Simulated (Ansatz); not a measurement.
# SiHF₃ + HCl: a complex and its separated parts

Aim: how far the complex at one end of a reaction step lies below its separated, relaxed parts, level by level.

Computed with Ansatz 0.2.0, Gaussian basis. Level: PBE0-D4/def2-TZVP structures, single points in def2-TZVPP, no counterpoise correction.

Levels: SPW92, PBE-D4, BLYP-D4, r2SCAN-D4, B97M-V, PBE0-D4, B3LYP-D4, r2SCAN0-D4, BHLYP-D4, CAM-B3LYP-D4, wB97X-V, wB97M-V, B2PLYP, PBE-QIDH, RPA on PBE, Hartree-Fock, MP2, CCSD, CCSD(T).

Cores are frozen in the correlated methods. B3LYP uses VWN-RPA correlation. B2PLYP carries no dispersion term here.

94 further runs of the same task are left out: 94 set aside as unsound or not needed.

## (1) The system as given

The complex: 7 atoms, charge 0, spin multiplicity 1.

Atoms are counted from 1 here; the program's logs count them from 0.

Bond lengths: Si1–F3 1.570 Å, Si1–F4 1.570 Å, Si1–H5 1.460 Å, Si1–F7 1.582 Å, Cl2–H6 1.281 Å. Angles: F3–Si1–F4 108.8°, F3–Si1–H5 111.2°, F3–Si1–F7 107.7°, F4–Si1–H5 111.2°, F4–Si1–F7 107.7°, H5–Si1–F7 110.1°.

As a file:

```xyz
7
ClF3H2Si
Si   -1.16356   -0.28823   -0.03281
Cl    3.39840    0.83116   -0.08951
F    -0.87457   -1.41953   -1.08267
F    -1.61077    1.00825   -0.79764
H    -2.17711   -0.70857    0.93055
H     2.23409    0.54113    0.36011
F     0.19353    0.03578    0.71207
```

Its parts: SiHF₃ holds atoms 1, 3, 4, 5, 7; HCl holds atoms 2, 6. Each part counts its atoms afresh in its own runs.

## (2) Relaxing SiHF₃ alone

relax-a/in.yaml reads:

```yaml
crystal:
  periodic: [false, false, false]
  atoms:
    - {symbol: Si, position_ang: [-1.163562, -0.288227, -0.032810]}
    - {symbol: F, position_ang: [-0.874573, -1.419534, -1.082667]}
    - {symbol: F, position_ang: [-1.610772, 1.008254, -0.797638]}
    - {symbol: H, position_ang: [-2.177109, -0.708568, 0.930550]}
    - {symbol: F, position_ang: [0.193530, 0.035780, 0.712066]}
basis:
  gaussian: {orbitals: def2-TZVP}
hamiltonian: {xc: pbe0, dispersion: d4}
relax: {f_tol: 0.005, max_steps: 200}
```

Launch:

```sh
ansatz run in.yaml --threads 4 --pin off --events-out ev --progress --plain --max-ram 9574MiB
```

The program printed, shortened:

```text
Functional definition: PBE0
  name "PBE0"
  cite "Adamo & Barone, J. Chem. Phys. 110, 6158 (1999) doi:10.1063/1.478522"
  cite "Perdew, Burke & Ernzerhof, Phys. Rev. Lett. 77, 3865 (1996) doi:10.1103/PhysRevLett.77.3865"
  parent pbe
[...]
780 factors; their error is unknown
[...]
mean field -16042.92991465 eV, -589.5668000751 hartree, gradient 5.3e-6 eV, S^2 0.000000; 0 other end points of the search recorded, 0 dependent functions left out
[...]
reference -16042.92993539 eV, -589.5668008372 hartree; 21, 21 occupied and 115, 115 virtual orbitals, 780 factors
[...]
reference -16042.93255580 eV, -589.5668971355 hartree; 21, 21 occupied and 115, 115 virtual orbitals, 780 factors
Total energy: -16042.99143743 eV, -589.5690609954 hartree
Atom 0 at    -1.155040    -0.286233    -0.027514 Å, force    -0.000028    -0.000020     0.000120 eV/Å
Atom 1 at    -0.879178    -1.418886    -1.083483 Å, force    -0.000099     0.000129    -0.000125 eV/Å
Atom 2 at    -1.614222     1.005375    -0.798862 Å, force    -0.000018    -0.000134    -0.000154 eV/Å
Atom 3 at    -2.178632    -0.708552     0.926099 Å, force     0.000108     0.000033     0.000001 eV/Å
Atom 4 at     0.194586     0.036001     0.713260 Å, force     0.000037    -0.000007     0.000158 eV/Å
Dipole moment:    -0.191842    -0.079146     0.178711 e Å
```

It took 8 s on 4 threads of Arm Neoverse V1, shared host.

Relaxation path:

```csv
step,energy from step 1 (eV),largest force component (eV/Å)
1,0.0000,0.3988
2,-0.0016,0.2446
3,-0.0026,0.0194
4,-0.0026,0.0002
```

Close pairs (by a distance rule), those that changed most:

```csv
bond,before (Å),after (Å),change (Å)
Si1–F5,1.582,1.573,-0.009
Si1–F2,1.570,1.573,+0.003
Si1–F3,1.570,1.573,+0.003
Si1–H4,1.460,1.461,+0.001
```

## (3) Relaxing HCl alone

relax-b/in.yaml reads:

```yaml
crystal:
  periodic: [false, false, false]
  atoms:
    - {symbol: Cl, position_ang: [3.398400, 0.831163, -0.089513]}
    - {symbol: H, position_ang: [2.234086, 0.541131, 0.360112]}
basis:
  gaussian: {orbitals: def2-TZVP}
hamiltonian: {xc: pbe0, dispersion: d4}
relax: {f_tol: 0.005, max_steps: 200}
```

Launch:

```sh
ansatz run in.yaml --threads 4 --pin off --events-out ev --progress --plain --max-ram 9574MiB
```

The program printed, shortened:

```text
Functional definition: PBE0
  name "PBE0"
  cite "Adamo & Barone, J. Chem. Phys. 110, 6158 (1999) doi:10.1063/1.478522"
  cite "Perdew, Burke & Ernzerhof, Phys. Rev. Lett. 77, 3865 (1996) doi:10.1103/PhysRevLett.77.3865"
  parent pbe
[...]
312 factors; their error is unknown
[...]
mean field -12535.31635568 eV, -460.6643793288 hartree, gradient 4.2e-5 eV, S^2 0.000000; 0 other end points of the search recorded, 0 dependent functions left out
[...]
reference -12535.31647375 eV, -460.6643836678 hartree; 9, 9 occupied and 34, 34 virtual orbitals, 312 factors
Total energy: -12535.32105166 eV, -460.6645519027 hartree
Atom 0 at     3.397262     0.830880    -0.089074 Å, force     0.000119     0.000030    -0.000046 eV/Å
Atom 1 at     2.235224     0.541414     0.359673 Å, force    -0.000119    -0.000030     0.000046 eV/Å
Dipole moment:    -0.238624    -0.059441     0.092150 e Å
```

Wall time 0.71 s (4 threads of Arm Neoverse V1, shared host).

Relaxation path:

```csv
step,energy from step 1 (eV),largest force component (eV/Å)
1,0.0000,0.0731
2,-0.0001,0.0298
3,-0.0001,0.0001
```

The bond:

```csv
bond,before (Å),after (Å),change (Å)
Cl1–H2,1.281,1.279,-0.003
```

## (4) SPW92/def2-TZVPP

parta/in.yaml reads:

```yaml
crystal:
  periodic: [false, false, false]
  atoms:
    - {symbol: Si, position_ang: [-1.155040, -0.286233, -0.027514]}
    - {symbol: F, position_ang: [-0.879178, -1.418886, -1.083483]}
    - {symbol: F, position_ang: [-1.614222, 1.005375, -0.798862]}
    - {symbol: H, position_ang: [-2.178632, -0.708552, 0.926099]}
    - {symbol: F, position_ang: [0.194586, 0.036001, 0.713260]}
basis:
  gaussian: {orbitals: def2-TZVPP}
hamiltonian: {xc: lda}
```

partb/in.yaml reads:

```yaml
crystal:
  periodic: [false, false, false]
  atoms:
    - {symbol: Cl, position_ang: [3.397262, 0.830880, -0.089074]}
    - {symbol: H, position_ang: [2.235224, 0.541414, 0.359673]}
basis:
  gaussian: {orbitals: def2-TZVPP}
hamiltonian: {xc: lda}
```

One command serves all of them, each in its own folder.

Launch:

```sh
ansatz run in.yaml --threads 4 --pin off --events-out ev --progress --plain --max-ram 9574MiB
```

Log of parta, shortened:

```text
Functional definition: SPW92
  name "SPW92"
  cite "Dirac, Proc. Camb. Phil. Soc. 26, 376 (1930) doi:10.1017/S0305004100016108"
  cite "Slater, Phys. Rev. 81, 385 (1951) doi:10.1103/PhysRev.81.385"
  cite "Perdew & Wang, Phys. Rev. B 45, 13244 (1992) doi:10.1103/PhysRevB.45.13244"
[...]
815 factors; their error is unknown
[...]
mean field -15970.74695706 eV, -586.9141253110 hartree, gradient 4.1e-5 eV, S^2 0.000000; 0 other end points of the search recorded, 0 dependent functions left out
reference -15970.74698411 eV, -586.9141263050 hartree; 21, 21 occupied and 128, 128 virtual orbitals, 815 factors
Total energy: -15970.74698411 eV, -586.9141263050 hartree
```

Output in partb, shortened:

```text
Functional definition: SPW92
  name "SPW92"
  cite "Dirac, Proc. Camb. Phil. Soc. 26, 376 (1930) doi:10.1017/S0305004100016108"
  cite "Slater, Phys. Rev. 81, 385 (1951) doi:10.1103/PhysRev.81.385"
  cite "Perdew & Wang, Phys. Rev. B 45, 13244 (1992) doi:10.1103/PhysRevB.45.13244"
[...]
353 factors; their error is unknown
[...]
mean field -12498.56388139 eV, -459.3137508103 hartree, gradient 5.7e-5 eV, S^2 0.000000; 0 other end points of the search recorded, 0 dependent functions left out
reference -12498.56390080 eV, -459.3137515236 hartree; 9, 9 occupied and 47, 47 virtual orbitals, 353 factors
Total energy: -12498.56390080 eV, -459.3137515236 hartree
```

They took 1.6 s (parta), 0.15 s (partb) on 4 threads of Arm Neoverse V1, shared host.

## (5) PBE-D4/def2-TZVPP

Each input of step 4 (parta, partb) changes in the same lines:

```diff
-hamiltonian: {xc: lda}
+hamiltonian: {xc: pbe, dispersion: d4}
```

One command serves all of them, each in its own folder.

Launch:

```sh
ansatz run in.yaml --threads 4 --pin off --events-out ev --progress --plain --max-ram 9574MiB
```

Output in parta, shortened:

```text
Functional definition: PBE
  name "PBE"
  cite "Perdew, Burke & Ernzerhof, Phys. Rev. Lett. 77, 3865 (1996) doi:10.1103/PhysRevLett.77.3865"
  parent pbe
[...]
815 factors; their error is unknown
[...]
mean field -16042.15012454 eV, -589.5381433168 hartree, gradient 7.8e-5 eV, S^2 0.000000; 0 other end points of the search recorded, 0 dependent functions left out
reference -16042.15015417 eV, -589.5381444059 hartree; 21, 21 occupied and 128, 128 virtual orbitals, 815 factors
Total energy: -16042.22177564 eV, -589.5407764464 hartree
```

Log of partb, shortened:

```text
Functional definition: PBE
  name "PBE"
  cite "Perdew, Burke & Ernzerhof, Phys. Rev. Lett. 77, 3865 (1996) doi:10.1103/PhysRevLett.77.3865"
  parent pbe
[...]
353 factors; their error is unknown
[...]
mean field -12534.30963251 eV, -460.6273829346 hartree, gradient 8.1e-5 eV, S^2 0.000000; 0 other end points of the search recorded, 0 dependent functions left out
reference -12534.30965342 eV, -460.6273837029 hartree; 9, 9 occupied and 47, 47 virtual orbitals, 353 factors
Total energy: -12534.31531458 eV, -460.6275917467 hartree
```

Times: 1.4 s (parta), 0.2 s (partb) on 4 threads of Arm Neoverse V1, shared host.

## (6) BLYP-D4/def2-TZVPP

Each input of step 5 (parta, partb) changes in the same lines:

```diff
-hamiltonian: {xc: pbe, dispersion: d4}
+hamiltonian: {xc: {name: BLYP}, dispersion: d4}
```

Each run has its own folder and the same command.

Launch:

```sh
ansatz run in.yaml --threads 4 --pin off --events-out ev --progress --plain --max-ram 9574MiB
```

Log of parta, shortened:

```text
Functional definition: BLYP
  name "BLYP"
  cite "Becke, Phys. Rev. A 38, 3098 (1988) doi:10.1103/PhysRevA.38.3098"
  cite "Lee, Yang & Parr, Phys. Rev. B 37, 785 (1988) doi:10.1103/PhysRevB.37.785"
[...]
815 factors; their error is unknown
[...]
mean field -16053.47156709 eV, -589.9541986566 hartree, gradient 8.1e-5 eV, S^2 0.000000; 0 other end points of the search recorded, 0 dependent functions left out
reference -16053.47182553 eV, -589.9542081541 hartree; 21, 21 occupied and 128, 128 virtual orbitals, 815 factors
Total energy: -16053.63649782 eV, -589.9602597494 hartree
```

Output in partb, shortened:

```text
Functional definition: BLYP
  name "BLYP"
  cite "Becke, Phys. Rev. A 38, 3098 (1988) doi:10.1103/PhysRevA.38.3098"
  cite "Lee, Yang & Parr, Phys. Rev. B 37, 785 (1988) doi:10.1103/PhysRevB.37.785"
[...]
353 factors; their error is unknown
[...]
mean field -12539.38861018 eV, -460.8140319214 hartree, gradient 4.5e-5 eV, S^2 0.000000; 0 other end points of the search recorded, 0 dependent functions left out
reference -12539.38881450 eV, -460.8140394300 hartree; 9, 9 occupied and 47, 47 virtual orbitals, 353 factors
Total energy: -12539.40230365 eV, -460.8145351469 hartree
```

Times: 1.9 s (parta), 0.71 s (partb) on 4 threads of Arm Neoverse V1, shared host.

## (7) r2SCAN-D4/def2-TZVPP

The same edit goes into each in.yaml of step 6 (parta, partb):

```diff
-hamiltonian: {xc: {name: BLYP}, dispersion: d4}
+hamiltonian: {xc: r2scan, dispersion: d4}
```

The same command starts each run, in its folder.

Launch:

```sh
ansatz run in.yaml --threads 4 --pin off --events-out ev --progress --plain --max-ram 9574MiB
```

Output in parta, shortened:

```text
Functional definition: r2SCAN
  name "r2SCAN"
  cite "Furness, Kaplan, Ning, Perdew & Sun, J. Phys. Chem. Lett. 11, 8208 (2020) doi:10.1021/acs.jpclett.0c02405"
  cite "Furness, Kaplan, Ning, Perdew & Sun, J. Phys. Chem. Lett. 11, 9248 (2020) doi:10.1021/acs.jpclett.0c03077"
  parent r2scan
[...]
815 factors; their error is unknown
[...]
mean field -16050.13946728 eV, -589.8317462473 hartree, gradient 4.6e-5 eV, S^2 0.000000; 0 other end points of the search recorded, 0 dependent functions left out
reference -16050.13947519 eV, -589.8317465378 hartree; 21, 21 occupied and 128, 128 virtual orbitals, 815 factors
Total energy: -16050.15546747 eV, -589.8323342434 hartree
```

Log of partb, shortened:

```text
Functional definition: r2SCAN
  name "r2SCAN"
  cite "Furness, Kaplan, Ning, Perdew & Sun, J. Phys. Chem. Lett. 11, 8208 (2020) doi:10.1021/acs.jpclett.0c02405"
  cite "Furness, Kaplan, Ning, Perdew & Sun, J. Phys. Chem. Lett. 11, 9248 (2020) doi:10.1021/acs.jpclett.0c03077"
  parent r2scan
[...]
353 factors; their error is unknown
[...]
mean field -12538.62224982 eV, -460.7858686976 hartree, gradient 3.1e-5 eV, S^2 0.000000; 0 other end points of the search recorded, 0 dependent functions left out
reference -12538.62225515 eV, -460.7858688935 hartree; 9, 9 occupied and 47, 47 virtual orbitals, 353 factors
Total energy: -12538.62352110 eV, -460.7859154162 hartree
```

Wall times: 2.2 s (parta), 0.66 s (partb) on 4 threads of Arm Neoverse V1, shared host.

## (8) B97M-V/def2-TZVPP

The same edit goes into each in.yaml of step 7 (parta, partb):

```diff
-hamiltonian: {xc: r2scan, dispersion: d4}
+hamiltonian: {xc: {name: B97M-V}}
```

One command serves all of them, each in its own folder.

Launch:

```sh
ansatz run in.yaml --threads 4 --pin off --events-out ev --progress --plain --max-ram 9574MiB
```

Output in parta, shortened:

```text
Functional definition: B97M-V
  name "B97M-V"
  cite "Mardirossian & Head-Gordon, J. Chem. Phys. 142, 074111 (2015) doi:10.1063/1.4907719"
  cite "Becke, J. Chem. Phys. 107, 8554 (1997) doi:10.1063/1.475007"
  cite "Vydrov & Van Voorhis, J. Chem. Phys. 133, 244103 (2010) doi:10.1063/1.3521275"
  # Of w^i u^j: cxij and so on, Table III.
[...]
  gx(w, u) = cx00 + cx01*u + cx02*u^2 + (cx10 + cx11*u)*w
[...]
  gos(w, u) = cos00 + cos01*u + cos03*u^3 + cos10*w + cos32*w^3*u^2
[...]
      + integral(e_c_pw_mod_opposite_spin*gos(b97_w_opposite, b97_u_opposite)) + vv10(b, c)
815 factors; their error is unknown
[...]
mean field -16049.12777715 eV, -589.7945673208 hartree, gradient 1.3e-5 eV, S^2 0.000000; 0 other end points of the search recorded, 0 dependent functions left out
reference -16049.12781956 eV, -589.7945688794 hartree; 21, 21 occupied and 128, 128 virtual orbitals, 815 factors
Total energy: -16049.12781956 eV, -589.7945688794 hartree
```

Log of partb, shortened:

```text
Functional definition: B97M-V
  name "B97M-V"
  cite "Mardirossian & Head-Gordon, J. Chem. Phys. 142, 074111 (2015) doi:10.1063/1.4907719"
  cite "Becke, J. Chem. Phys. 107, 8554 (1997) doi:10.1063/1.475007"
  cite "Vydrov & Van Voorhis, J. Chem. Phys. 133, 244103 (2010) doi:10.1063/1.3521275"
  # Of w^i u^j: cxij and so on, Table III.
[...]
  gx(w, u) = cx00 + cx01*u + cx02*u^2 + (cx10 + cx11*u)*w
[...]
  gos(w, u) = cos00 + cos01*u + cos03*u^3 + cos10*w + cos32*w^3*u^2
[...]
      + integral(e_c_pw_mod_opposite_spin*gos(b97_w_opposite, b97_u_opposite)) + vv10(b, c)
353 factors; their error is unknown
[...]
mean field -12536.22648176 eV, -460.6978258454 hartree, gradient 1.2e-5 eV, S^2 0.000000; 0 other end points of the search recorded, 0 dependent functions left out
reference -12536.22650989 eV, -460.6978268790 hartree; 9, 9 occupied and 47, 47 virtual orbitals, 353 factors
Total energy: -12536.22650989 eV, -460.6978268790 hartree
```

Wall times: 3.7 s (parta), 0.55 s (partb) on 4 threads of Arm Neoverse V1, shared host.

## (9) PBE0-D4/def2-TZVPP

Each input of step 8 (parta, partb) changes in the same lines:

```diff
-hamiltonian: {xc: {name: B97M-V}}
+hamiltonian: {xc: pbe0, dispersion: d4}
+output: {orbitals: {seedname: orbitals}}
```

Each run has its own folder and the same command.

Launch:

```sh
ansatz run in.yaml --threads 4 --pin off --events-out ev --progress --plain --max-ram 9574MiB
```

parta printed, shortened:

```text
Functional definition: PBE0
  name "PBE0"
  cite "Adamo & Barone, J. Chem. Phys. 110, 6158 (1999) doi:10.1063/1.478522"
  cite "Perdew, Burke & Ernzerhof, Phys. Rev. Lett. 77, 3865 (1996) doi:10.1103/PhysRevLett.77.3865"
  parent pbe
[...]
818 factors; their error is unknown
[...]
mean field -16042.94288314 eV, -589.5672766581 hartree, gradient 4.2e-5 eV, S^2 0.000000; 0 other end points of the search recorded, 0 dependent functions left out
reference -16042.94290390 eV, -589.5672774209 hartree; 21, 21 occupied and 128, 128 virtual orbitals, 818 factors
Total energy: -16043.00178552 eV, -589.5694412808 hartree
```

Log of partb, shortened:

```text
Functional definition: PBE0
  name "PBE0"
  cite "Adamo & Barone, J. Chem. Phys. 110, 6158 (1999) doi:10.1063/1.478522"
  cite "Perdew, Burke & Ernzerhof, Phys. Rev. Lett. 77, 3865 (1996) doi:10.1103/PhysRevLett.77.3865"
  parent pbe
[...]
384 factors; their error is unknown
[...]
mean field -12535.34597552 eV, -460.6654678378 hartree, gradient 3.7e-5 eV, S^2 0.000000; 0 other end points of the search recorded, 0 dependent functions left out
reference -12535.34599117 eV, -460.6654684128 hartree; 9, 9 occupied and 47, 47 virtual orbitals, 384 factors
Total energy: -12535.35056907 eV, -460.6656366477 hartree
```

They took 2.7 s (parta), 0.95 s (partb) on 4 threads of Arm Neoverse V1, shared host.

## (10) B3LYP-D4/def2-TZVPP

The same edit goes into each in.yaml of step 9 (parta, partb):

```diff
-hamiltonian: {xc: pbe0, dispersion: d4}
-output: {orbitals: {seedname: orbitals}}
+hamiltonian: {xc: {name: B3LYP}, dispersion: d4}
```

The same command starts each run, in its folder.

Launch:

```sh
ansatz run in.yaml --threads 4 --pin off --events-out ev --progress --plain --max-ram 9574MiB
```

Output in parta, shortened:

```text
Functional definition: B3LYP
  name "B3LYP"
  cite "Stephens, Devlin, Chabalowski & Frisch, J. Phys. Chem. 98, 11623 (1994) doi:10.1021/j100096a001"
  cite "Becke, Phys. Rev. A 38, 3098 (1988) doi:10.1103/PhysRevA.38.3098"
  cite "Lee, Yang & Parr, Phys. Rev. B 37, 785 (1988) doi:10.1103/PhysRevB.37.785"
  cite "Vosko, Wilk & Nusair, Can. J. Phys. 58, 1200 (1980) doi:10.1139/p80-159"
[...]
818 factors; their error is unknown
[...]
mean field -16054.68590664 eV, -589.9988248119 hartree, gradient 4.4e-5 eV, S^2 0.000000; 0 other end points of the search recorded, 0 dependent functions left out
reference -16054.68609359 eV, -589.9988316823 hartree; 21, 21 occupied and 128, 128 virtual orbitals, 818 factors
Total energy: -16054.80287624 eV, -590.0031233658 hartree
```

Output in partb, shortened:

```text
Functional definition: B3LYP
  name "B3LYP"
  cite "Stephens, Devlin, Chabalowski & Frisch, J. Phys. Chem. 98, 11623 (1994) doi:10.1021/j100096a001"
  cite "Becke, Phys. Rev. A 38, 3098 (1988) doi:10.1103/PhysRevA.38.3098"
  cite "Lee, Yang & Parr, Phys. Rev. B 37, 785 (1988) doi:10.1103/PhysRevB.37.785"
  cite "Vosko, Wilk & Nusair, Can. J. Phys. 58, 1200 (1980) doi:10.1139/p80-159"
[...]
372 factors; their error is unknown
[...]
mean field -12539.99363301 eV, -460.8362661002 hartree, gradient 4.5e-5 eV, S^2 0.000000; 0 other end points of the search recorded, 0 dependent functions left out
reference -12539.99378507 eV, -460.8362716881 hartree; 9, 9 occupied and 47, 47 virtual orbitals, 372 factors
Total energy: -12540.00297168 eV, -460.8366092900 hartree
```

Wall times: 2.3 s (parta), 0.25 s (partb) on 4 threads of Arm Neoverse V1, shared host.

## (11) r2SCAN0-D4/def2-TZVPP

The same edit goes into each in.yaml of step 10 (parta, partb):

```diff
-hamiltonian: {xc: {name: B3LYP}, dispersion: d4}
+hamiltonian: {xc: {name: r2SCAN0}, dispersion: d4}
```

One command serves all of them, each in its own folder.

Launch:

```sh
ansatz run in.yaml --threads 4 --pin off --events-out ev --progress --plain --max-ram 9574MiB
```

Log of parta, shortened:

```text
Functional definition: r2SCAN0
  name "r2SCAN0"
  cite "Bursch, Neugebauer, Ehlert & Grimme, J. Chem. Phys. 156, 134105 (2022) doi:10.1063/5.0086040"
  cite "Furness, Kaplan, Ning, Perdew & Sun, J. Phys. Chem. Lett. 11, 8208 (2020) doi:10.1021/acs.jpclett.0c02405"
  cite "Furness, Kaplan, Ning, Perdew & Sun, J. Phys. Chem. Lett. 11, 9248 (2020) doi:10.1021/acs.jpclett.0c03077"
  parent r2scan
[...]
818 factors; their error is unknown
[...]
mean field -16048.97245682 eV, -589.7888594040 hartree, gradient 3.9e-5 eV, S^2 0.000000; 0 other end points of the search recorded, 0 dependent functions left out
reference -16048.97246282 eV, -589.7888596243 hartree; 21, 21 occupied and 128, 128 virtual orbitals, 818 factors
Total energy: -16048.99119283 eV, -589.7895479395 hartree
```

partb printed, shortened:

```text
Functional definition: r2SCAN0
  name "r2SCAN0"
  cite "Bursch, Neugebauer, Ehlert & Grimme, J. Chem. Phys. 156, 134105 (2022) doi:10.1063/5.0086040"
  cite "Furness, Kaplan, Ning, Perdew & Sun, J. Phys. Chem. Lett. 11, 8208 (2020) doi:10.1021/acs.jpclett.0c02405"
  cite "Furness, Kaplan, Ning, Perdew & Sun, J. Phys. Chem. Lett. 11, 9248 (2020) doi:10.1021/acs.jpclett.0c03077"
  parent r2scan
[...]
384 factors; their error is unknown
[...]
mean field -12538.53747153 eV, -460.7827531527 hartree, gradient 4.5e-6 eV, S^2 0.000000; 0 other end points of the search recorded, 0 dependent functions left out
reference -12538.53747578 eV, -460.7827533090 hartree; 9, 9 occupied and 47, 47 virtual orbitals, 384 factors
Total energy: -12538.53892930 eV, -460.7828067249 hartree
```

Times: 3.4 s (parta), 0.5 s (partb) on 4 threads of Arm Neoverse V1, shared host.

## (12) BHLYP-D4/def2-TZVPP

Each input of step 11 (parta, partb) changes in the same lines:

```diff
-hamiltonian: {xc: {name: r2SCAN0}, dispersion: d4}
+hamiltonian: {xc: {name: BHLYP}, dispersion: d4}
```

One command serves all of them, each in its own folder.

Launch:

```sh
ansatz run in.yaml --threads 4 --pin off --events-out ev --progress --plain --max-ram 9574MiB
```

Output in parta, shortened:

```text
Functional definition: BHLYP
  name "BHLYP"
  cite "Becke, J. Chem. Phys. 98, 1372 (1993) doi:10.1063/1.464304"
  cite "Becke, Phys. Rev. A 38, 3098 (1988) doi:10.1103/PhysRevA.38.3098"
  cite "Lee, Yang & Parr, Phys. Rev. B 37, 785 (1988) doi:10.1103/PhysRevB.37.785"
[...]
894 factors; their error is unknown
[...]
mean field -16051.39495377 eV, -589.8778845249 hartree, gradient 1.8e-5 eV, S^2 0.000000; 0 other end points of the search recorded, 0 dependent functions left out
reference -16051.39507626 eV, -589.8778890263 hartree; 21, 21 occupied and 128, 128 virtual orbitals, 894 factors
Total energy: -16051.47951741 eV, -589.8809921812 hartree
```

Log of partb, shortened:

```text
Functional definition: BHLYP
  name "BHLYP"
  cite "Becke, J. Chem. Phys. 98, 1372 (1993) doi:10.1063/1.464304"
  cite "Becke, Phys. Rev. A 38, 3098 (1988) doi:10.1103/PhysRevA.38.3098"
  cite "Lee, Yang & Parr, Phys. Rev. B 37, 785 (1988) doi:10.1103/PhysRevB.37.785"
[...]
403 factors; their error is unknown
[...]
mean field -12539.47115191 eV, -460.8170652738 hartree, gradient 2.7e-5 eV, S^2 0.000000; 0 other end points of the search recorded, 0 dependent functions left out
reference -12539.47125541 eV, -460.8170690773 hartree; 9, 9 occupied and 47, 47 virtual orbitals, 403 factors
Total energy: -12539.47730182 eV, -460.8172912788 hartree
```

Times: 2.1 s (parta), 0.2 s (partb) on 4 threads of Arm Neoverse V1, shared host.

(Part 1 of 2 ends here.)
